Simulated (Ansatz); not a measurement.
This was printed by a script on Ansatz 0.2.0, Python API, for a convergence test of the k-point mesh of TiClO, space group Pmmn. What did the script look like? Settings (first run): PBEsol, PAW, cutoff 571 eV, 2×2×1 k-points, Methfessel-Paxton smearing of 0.15 eV. The script varies spacing (1/A): 1.0, 0.6, 0.4, 0.3.

```
Ti Cl O
1.0
     3.38000    0.00000    0.00000
     0.00000    3.79000    0.00000
     0.00000    0.00000    8.03000
Ti Cl O
2 2 2
Direct
  0.00000 0.50000 0.12200
  0.50000 0.00000 0.87800
  0.50000 0.50000 0.32000
  0.00000 0.00000 0.68000
  0.50000 0.50000 0.93500
  0.00000 0.00000 0.06500
```

```console
$ python ticlo_kconv.py
  spacing (1/A)    F/atom (eV)    iterations    P (GPa)    max component (eV/A)    k-points
         1.0000     -1366.6680             8    -3.2343                  1.6617           4
         0.6000     -1366.6269             8    -2.0718                  2.1131          12
         0.4000     -1366.6083             8    -1.8532                  1.8334          18
         0.3000     -1366.6112             8    -1.8896                  1.8007          32
[INFO] 1.0: -56.71 meV/atom
[INFO] 0.6: -15.63 meV/atom
[INFO] 0.4: +2.97 meV/atom
```

The script that was run (others could print the same):

Script `ticlo_kconv.py`:
```python
import logging
import sys

import ansatz as az
from tabulate import tabulate

logging.basicConfig(stream=sys.stdout, format="[%(levelname)s] %(message)s")
logger = logging.getLogger("calc")
logger.setLevel(logging.INFO)

ticlo = (
    az.Lattice.orthorhombic(3.38, 3.79, 8.03)
    .space_group(59, hermann_mauguin="Pmmn", origin_choice=1)
    .atom("Ti", [0.0, 0.5, 0.122])
    .atom("Cl", [0.5, 0.5, 0.32])
    .atom("O", [0.5, 0.5, 0.935])
)

base = (
    ticlo.calculation()
    .functional("pbesol")
    .basis(21 * az.Ha)
    .occupations(az.OccupationsMethod.METHFESSEL_PAXTON, width=0.15)
    .forces()
    .stress()
)

rows = []
for value in [1.0, 0.6, 0.4, 0.3]:
    r = base.kpoints(spacing=value).run().report
    rows.append((value, r["free_energy_ev"] / len(r["lattice"]["sites"]), r["n_iterations"], sum(r["stress_gpa"][i][i] for i in range(3)) / 3, max(abs(f) for row in r["forces_ev_ang"] for f in row), r["n_kpoints"]))

print(tabulate(rows, headers=["spacing (1/A)", "F/atom (eV)", "iterations", "P (GPa)", "max component (eV/A)", "k-points"], floatfmt=".4f", tablefmt="plain"))

for row in rows[:-1]:
    shift = 1000 * (row[1] - rows[-1][1])
    logger.info(f"{row[0]}: {shift:+.2f} meV/atom" + ("  (within 2 meV)" if abs(shift) < 2 else ""))
```

What to keep in mind:
- Spin is left out of this run.
- Pressure is positive in compression.
- The structure is a deposited one; some such entries were measured under pressure or heat, so a shift against it needn't be the functional's error alone.
- Shifts are counted from the finest mesh, which is itself no proven limit.
- Finished in 23 s on 1 thread of Arm Neoverse V1, on a shared host, peak memory 0.52 GiB.
